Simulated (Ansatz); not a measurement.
# LiPb: stress in a strained cell

Aim: deform LiPb (equal xx and yy strain of -2 %) and compute stress, forces and field gradients with LAPW, PAW and all-electron datasets made for the crystal.

Method: DFT LDA, scalar-relativistic, in Ansatz 0.2.0.

### 1 The starting structure

It takes space group Pm-3m (No. 221, cubic). Conventional cell: a = 3.522 Å, b = 3.522 Å, c = 3.522 Å, α = 90.00°, β = 90.00°, γ = 90.00°. Li (site symmetry m-3m) is surrounded by 8 Pb at 3.05 Å. Pb (site symmetry m-3m) is surrounded by 8 Li at 3.05 Å.

As a file:

```cif
data_structure
_symmetry_space_group_name_H-M 'P 1'
_symmetry_Int_Tables_number 1
_cell_length_a 3.5220
_cell_length_b 3.5220
_cell_length_c 3.5220
_cell_angle_alpha 90.000
_cell_angle_beta 90.000
_cell_angle_gamma 90.000
_cell_volume 43.69
loop_
_atom_site_label
_atom_site_type_symbol
_atom_site_fract_x
_atom_site_fract_y
_atom_site_fract_z
_atom_site_occupancy
Li1 Li 0.50000 0.50000 0.50000 1
Pb1 Pb 0.00000 0.00000 0.00000 1
```

Atoms are numbered in the order of the input: Li1, Pb2.

### 2 The deformed structure

Space group Pm-3m before, P4/mmm after.

### 3 Full-potential LAPW

input.yaml reads:

```yaml
crystal:
  lattice:
    - [3.45156, 0.0, 0.0]
    - [0.0, 3.45156, 0.0]
    - [0.0, 0.0, 3.522]
  atoms:
    - { symbol: Li, position: [0.5, 0.5, 0.5] }
    - { symbol: Pb, position: [0.0, 0.0, 0.0] }
kpoints:
  mp_grid: { grid: [10, 10, 10] }
  band_path:
    path:
      - [0.0, 0.0, 0.0]
      - [0.0, 0.5, 0.0]
      - [0.5, 0.5, 0.0]
      - [0.0, 0.0, 0.0]
      - [0.0, 0.0, 0.5]
      - [0.0, 0.5, 0.5]
      - [0.5, 0.5, 0.5]
      - [0.0, 0.0, 0.5]
      - [0.0, 0.5, 0.0]
    npoints: 5
scf:
  occupations: { method: fermi_dirac, width: 0.03 }
hamiltonian:
  xc: lda
  pseudopotentials: { kind: all_electron, lapw: { basis_error: 0.0005 } }
output:
  forces: true
  stress: true
  eigenvalues: true
```

Command:

```
$ ansatz run input.yaml --threads 1 --pin off --max-ram 3072MiB --backend cpu --events-out ev --progress --plain --runs-dir out
```

### 4 PAW on the default files

input.yaml reads:

```yaml
crystal:
  lattice:
    - [3.45156, 0.0, 0.0]
    - [0.0, 3.45156, 0.0]
    - [0.0, 0.0, 3.522]
  atoms:
    - { symbol: Li, position: [0.5, 0.5, 0.5] }
    - { symbol: Pb, position: [0.0, 0.0, 0.0] }
kpoints:
  mp_grid: { grid: [10, 10, 10] }
scf:
  occupations: { method: fermi_dirac, width: 0.03 }
hamiltonian:
  xc: lda
  pseudopotentials: { kind: paw }
output:
  forces: true
  stress: true
  eigenvalues: true
  efg: { contact_densities: true }
```

### 5 All-electron PAW on datasets made for the crystal

input.yaml, as its differences from that of step 4:

```diff
@@ -14,3 +14,3 @@
   xc: lda
-  pseudopotentials: { kind: paw }
+  pseudopotentials: { kind: all_electron, datasets: crystal }
 output:
```

(Steps that only read results are left out.)

**Question.** What will these runs give? Wanted: pressure; largest shear or deviatoric stress.

As calculated:

| quantity | value |
| --- | --- |
| pressure | LAPW -0.57, PAW -0.58, crystal datasets -0.57 GPa |
| largest shear or deviatoric stress (LAPW) | 0.55 GPa |

What this shows: The largest part of the stress beyond the pressure is 0.55 GPa in size, in the zz component; the atoms are carried along and not relaxed. No run of the undeformed cell stands beside it, so the pressure holds what the given cell had before the change. PAW: stress within 0.01 GPa of LAPW. Crystal datasets: stress within 0.01 GPa of LAPW. Spin-orbit coupling is left out, though the cell holds Pb; in elements this heavy it can shift bands and gaps by tenths of an eV.
